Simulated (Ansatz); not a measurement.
Predict the output of the script below (the Python package of Ansatz (0.2.0)).

`gatc.xyz`
```text
2
Lattice="2.85887044 0.0 0.0 -1.42943522 2.47585443 0.0 0.0 0.0 4.07629366" Properties=species:S:1:pos:R:3 pbc="T T T"
Ga    1.42943524    0.82528480    2.03814683
Tc   -0.00000001    1.65056963    0.00000000
```

The script, `gatc_restart.py`:
```python
import argparse
import warnings

import ansatz as az

warnings.simplefilter("ignore", az.DeckWarning)

cell = az.Crystal.from_extxyz("gatc.xyz")

parser = argparse.ArgumentParser()
parser.add_argument("stage", choices=["scf", "bands"])
stage = parser.parse_args().stage
calc = (
    cell.calculation()
    .functional(az.Functional.R2SCAN)
    .occupations("fermi_dirac", width=50 * az.meV)
    .kpoints(length=20)
    .basis(24 * az.Ha)
)
if stage == "scf":
    summary = calc.checkpoint(write="state").run(threads=1, backend="cpu").report
    print(f"F = {summary['free_energy_ev']:.5f} eV after {summary['n_iterations']} iterations, saved")
else:
    points = {"G": (0.0, 0.0, 0.0), "M": (0.5, 0.0, 0.0), "K": (0.33333, 0.33333, 0.0), "A": (0.0, 0.0, 0.5), "L": (0.5, 0.0, 0.5)}
    result = calc.checkpoint(read="state", post_process_only=True).band_structure(list(points.values()), intervals=1).run(threads=1, backend="cpu")
    bands = result.band_structure()
    for label, levels in zip(points, bands.channels[0].eigenvalues_ev - bands.fermi_energy_ev):
        print(f"{label:3s}", " ".join(f"{e:7.3f}" for e in levels if abs(e) < 6))
```

Running `python gatc_restart.py scf` prints:
```text
F = -9200.01318 eV after 9 iterations, saved
```

Running `python gatc_restart.py bands` prints:
```text
G    -4.230  -1.356  -1.356  -1.131   0.771   0.771
M    -4.466  -4.042  -3.386   0.056   2.545   4.037
K    -4.404  -3.877  -3.209  -3.106  -1.949   1.251   1.429   3.872
A    -2.290  -1.212  -1.212   0.549   0.549
L    -4.566  -3.291  -0.756  -0.537   0.581   2.562   3.614
```

Notes:
- Total energies depend on the potentials; only differences at equal settings carry meaning. A total without «per atom» is that of the cell as typed.
- Spin is left out of this run.
- The computed bands are complete only to about 5.4 eV above the Fermi level.
- The mesh is modest for a metal, so energies can be off by several to tens of meV an atom and pressures by half a GPa or more; differences at equal mesh fare better.
- The structure comes from a database of computed cells and needn't be a stable or known phase.
- Levels are Kohn-Sham eigenvalues on this mesh, without spin-orbit coupling.
- Hardware and time: 10 s on 1 thread of Arm Neoverse V2 (shared host), peak memory 0.43 GiB.

(Lines on the test bed's own set-up are left out of the output.)
